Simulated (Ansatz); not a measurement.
LaGa₂, space group P6/mmm, an equation of state with a fit

With Ansatz 0.2.0, Python API.

Typed at the interpreter:
```pycon
>>> import warnings
>>> import ansatz as az
>>> import numpy as np
>>> from scipy.optimize import curve_fit
>>> FILLING = "Fermi-Dirac"
>>> SIGMA = 0.3
>>> FUNCTIONAL = "LDA"
>>> CUTOFF_EV = 530
>>> KMESH = (8, 8, 7)
>>> VECTORS = np.array([
...     [4.32, 0.0, 0.0],
...     [-2.16, 3.74123, 0.0],
...     [0.0, 0.0, 4.416],
... ])
>>> SITES = [
...     ("La", (0.0, 0.0, 0.0)),
...     ("Ga", (1 / 3, 2 / 3, 0.5)),
...     ("Ga", (2 / 3, 1 / 3, 0.5)),
... ]
>>> def build(cell):
...     crystal = az.Crystal(lattice=az.Lattice.of(cell))
...     for symbol, position in SITES:
...         crystal = crystal.atom(symbol, position)
...     return crystal
...
>>> def vinet(v, e0, v0, b0, b1):
...     eta = (v / v0) ** (1 / 3)
...     return e0 + 2 * b0 * v0 / (b1 - 1) ** 2 * (2 - (5 + 3 * b1 * (eta - 1) - 3 * eta) * np.exp(-1.5 * (b1 - 1) * (eta - 1)))
...
>>> warnings.simplefilter("ignore", az.DeckWarning)
>>> volumes, energies, pressures = [], [], []
>>> for scale in np.linspace(0.88, 1.12, 7):
...     cell = VECTORS * scale ** (1 / 3)
...     model = (
...         build(cell).calculation()
...         .occupations(FILLING, width=SIGMA)
...         .mixing("broyden")
...         .functional(FUNCTIONAL)
...         .basis(CUTOFF_EV)
...         .scf(lower_state_search="light")
...         .kpoints(*KMESH)
...         .stress()
...     )
...     report = model.run().report
...     volumes.append(abs(np.linalg.det(cell)) / len(SITES))
...     energies.append(report["free_energy_ev"] / len(SITES))
...     pressures.append(np.trace(report["stress_gpa"]) / 3)
...     print(f"V = {volumes[-1]:8.4f} A^3/atom  F = {energies[-1]:.5f} eV/atom  P = {pressures[-1]:8.3f} GPa")
...
V =  20.9358 A^3/atom  F = -4497.48593 eV/atom  P =    6.130 GPa
V =  21.8874 A^3/atom  F = -4497.50937 eV/atom  P =    1.913 GPa
V =  22.8390 A^3/atom  F = -4497.51043 eV/atom  P =   -1.422 GPa
V =  23.7906 A^3/atom  F = -4497.49389 eV/atom  P =   -4.041 GPa
V =  24.7423 A^3/atom  F = -4497.46358 eV/atom  P =   -6.077 GPa
V =  25.6939 A^3/atom  F = -4497.42263 eV/atom  P =   -7.641 GPa
V =  26.6455 A^3/atom  F = -4497.37356 eV/atom  P =   -8.824 GPa
>>> guess = (min(energies), volumes[int(np.argmin(energies))], 0.5, 4.5)
>>> (e0, v0, b0, b1), _ = curve_fit(vinet, np.array(volumes), np.array(energies), p0=guess, maxfev=20000)
>>> print(f"Vinet fit: V0 = {v0:.4f} A^3/atom, B0 = {160.21766 * b0:.1f} GPa, B1 = {b1:.2f}")
Vinet fit: V0 = 22.4033 A^3/atom, B0 = 77.6 GPa, B1 = 4.74
>>> print("largest residual", round(1000 * float(np.abs(vinet(np.array(volumes), e0, v0, b0, b1) - energies).max()), 3), "meV/atom")
largest residual 0.025 meV/atom
```

A third-order Birch-Murnaghan fit through the 7 points has its minimum at 22.40 Å³ an atom, 5.8 % below the typed cell, with a bulk modulus of 78 GPa. From that minimum the energy rises by 26.5 meV an atom on the compressed side and 138.8 meV on the expanded side.

What to keep in mind:
- These settings explore the input space; cutoff and mesh may be short of convergence.
- Shape and fractional positions are held along the curve, so the bulk modulus is an upper value where they are free to relax, by a factor of two or more in layered or hydrogen-bonded cells.
- The smearing is wide enough that free energy and stress hold a thermal part of the electrons.
- Pressure is positive in compression.
- The starting cell is as deposited in a crystallographic database; the results hold for this polymorph, which needn't be the stable one.
- Wall time of the script: 57 s on 1 thread of Arm Neoverse V1, on a shared host, peak memory 0.55 GiB.
